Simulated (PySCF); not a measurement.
# C2H7ClNPSi2: the cost of one run

The runs use PySCF 2.14.0, with density-fitted response routines of our own; the level of theory stands in each step. All values are computed, except where a source is named. Atoms count from 0, in the outputs and in this text.

## (1) The molecule as given

14 atoms, charge 0, multiplicity 1; geometry from: GFN2-xTB.

Bonds of the start (Å): N0–C1 1.15, C1–Si2 1.87, Si2–P3 2.24, P3–Si4 2.25, Si4–C5 1.91, C5–Cl6 1.78, Si2–H7 1.46, Si2–H8 1.46, P3–H9 1.38, Si4–H10 1.46, Si4–H11 1.46, C5–H12 1.09, C5–H13 1.09.

## (2) Relaxing the molecule at PBE0-D3(BJ)/def2-SVP

Job settings and geometry (Å):

```
{"job": {"xc": "PBE0", "basis": "def2-SVP", "d3": "d3bj", "grid": 1, "kind": "geom"}, "charge": 0, "multiplicity": 1}
N     -2.474369     1.898131    -1.776452
C     -2.378779     1.215720    -0.861065
Si    -2.160643     0.031331     0.569943
P     -0.619359    -1.508343     0.065086
Si     1.127979    -0.307078    -0.674028
C      2.208297    -0.035466     0.878598
Cl     3.716666     0.785737     0.405391
H     -3.457011    -0.621953     0.753813
H     -1.734336     0.837652     1.714481
H     -1.117294    -1.769596    -1.195840
H      0.802960     0.996497    -1.256767
H      1.857701    -1.146211    -1.624667
H      1.731688     0.595187     1.626818
H      2.495821    -0.972080     1.352525
```

Started as:

```sh
$ OMP_NUM_THREADS=1 python probes_run.py task.json out
```

One launch serves the whole session: the jobs run in the order shown.

Q: Estimate the wall time and peak memory of this first job on 1 thread of Arm Neoverse V1, shared host.

About 3.2 min, with a peak of 0.61 GiB.
